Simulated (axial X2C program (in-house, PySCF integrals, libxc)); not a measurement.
# RuF⁺: properties at the nuclei

Aim: properties at the nuclei of RuF⁺, with spin–orbit coupling in the Hamiltonian from the start.

The runs use an in-house X2C program for linear molecules on PySCF integrals; two-component X2C with atomic mean-field terms, Ru dyall-cv3z, F dyall-av3z.

All values are calculated.

## Step 1: Input

task.json reads:

```json
{"zs": [44, 9], "q": 1, "bas": ["dyall-cv3z", "dyall-av3z"], "r0": 1.89, "levels": ["PBE0", "HF", "PBE50", "BHandHLYP", "BP86"], "nst": 3}
```

Keys: zs atomic numbers; q charge; bas basis sets; r0 starting distance in Å; levels methods (HF also brings MP2); nst determinants followed.

The run is started by

```console
python soeom.py task.json out
```

Further steps of the session: Expectation values, lowest determinant; Expectation values, a higher determinant; Expectation values, a higher determinant.

Q: Predict the outcome of this session. Wanted: lowest determinant; Eeff magnitude; Ws magnitude Ru; A∥/gI Ru; qzz Ru; higher determinant (for each run or level that gives them).

As calculated:

```
                                        quantity                                            value
                              lowest determinant   Ω = 4 (excess of +ω over −ω: ω = 3/2, ω = 5/2)
                    Eeff magnitude (GV/cm), PBE0                                             5.12
                     Ws magnitude Ru (kHz), PBE0                                            0.528
                            A∥/gI Ru (MHz), PBE0                                              355
                             qzz Ru (a.u.), PBE0                                             0.88
                              higher determinant   Ω = 3 (excess of +ω over −ω: ω = 1/2, ω = 5/2)
Eeff magnitude (GV/cm), PBE0, higher determinant                                              4.2
 Ws magnitude Ru (kHz), PBE0, higher determinant                                            0.596
        A∥/gI Ru (MHz), PBE0, higher determinant                                              423
         qzz Ru (a.u.), PBE0, higher determinant                                            -3.79
                              higher determinant  Ω = 1 (excess of +ω over −ω: ω = -3/2, ω = 5/2)
Eeff magnitude (GV/cm), PBE0, higher determinant                                             4.56
 Ws magnitude Ru (kHz), PBE0, higher determinant                                             1.97
        A∥/gI Ru (MHz), PBE0, higher determinant                                              295
         qzz Ru (a.u.), PBE0, higher determinant                                            -3.71
```

In the first state, the effective field runs from 4.75 to 5.61 GV/cm over the mean-field levels. The expectation values come from single determinants, which for open shells can mix terms of unlike spin or miss the lowest Ω, so a determinant need not be a state. Eeff is the effective electric field on the electron dipole moment in this Ω state and Ws the scalar–pseudoscalar constant (defined with the proton number Z and per Ω); A∥ is the parallel hyperfine constant, which follows by multiplying with the nuclear g factor gI = μI/(I μN); qzz is the electric field gradient, eQq0 = 234.96 MHz × Q/barn × qzz. The operators were transformed with the bare-nucleus X2C matrices.
